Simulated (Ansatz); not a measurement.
This script makes a ladder of basis sets of BrClSi, SMILES Cl[Si]Br with Ansatz's Python interface.

Script `basis_brclsi.py`:
```python
"""Basis-set convergence for BrClSi."""

from dataclasses import dataclass

import ansatz


@dataclass(frozen=True)
class Settings:
    functional: str = "b3lyp"
    dispersion: str = "d4"


opts = Settings()

GEOMETRY = """
Cl    0.70180    1.48000    0.53620
Si   -0.71030    0.26600   -0.35690
Br   -0.00240   -1.81080   -0.19260
"""


def main() -> None:
    system = ansatz.Crystal.molecule()
    for line in GEOMETRY.strip().splitlines():
        symbol, *xyz = line.split()
        system = system.atom(symbol, [float(v) for v in xyz])

    calc = (
        system.calculation()
        .functional(opts.functional, dispersion=opts.dispersion)
    )

    energies = {}
    for basis in ["aug-cc-pVDZ", "aug-cc-pVTZ"]:
        r = calc.basis(gaussian=basis).run().report
        size = r["n_frozen"] + r["n_occupied"][0] + r["n_virtual"][0]
        energies[basis] = (r["reference_energy_ev"] / 27.211386246, r["free_energy_ev"] / 27.211386246)
        print(f"{basis:14s} {size:4d} orbitals  reference {energies[basis][0]:14.6f} Ha  total {energies[basis][1]:14.6f} Ha")

    last = energies["aug-cc-pVTZ"][1]
    for basis, (_, total) in energies.items():
        print(f"{basis:14s} lies {27.211386 * (total - last):9.4f} eV above aug-cc-pVTZ")


if __name__ == "__main__":
    main()
```

How far does the total energy move along this ladder of basis sets?

Against aug-cc-pVDZ: aug-cc-pVTZ -101.0 mHa. The last step alone is -100.99 mHa. From the first set to the last the time grows from 3.7 to 7.1 s.

The run itself:

```console
$ python basis_brclsi.py
aug-cc-pVDZ      90 orbitals  reference   -3323.950855 Ha  total   -3323.957318 Ha
aug-cc-pVTZ     159 orbitals  reference   -3324.051846 Ha  total   -3324.058309 Ha
aug-cc-pVDZ    lies    2.7481 eV above aug-cc-pVTZ
aug-cc-pVTZ    lies    0.0000 eV above aug-cc-pVTZ
```

The drop along the ladder measures the basis error, and is no property of the molecule. The geometry is a force-field or estimated start, not a minimum of this method, and the last set is no limit. Much of the fall in a total is atomic energy, which cancels in bond and reaction energies. Total less reference energy is the dispersion correction. b3lyp holds the VWN-RPA fit, as in Gaussian; the form of ORCA and Turbomole is b3lyp5. For Al to Cl the sets with a tight d function, cc-pV(X+d)Z, are usual. The whole script took 11 s on 1 thread of Arm Neoverse V1, with other jobs on the host, peak memory 0.39 GiB.
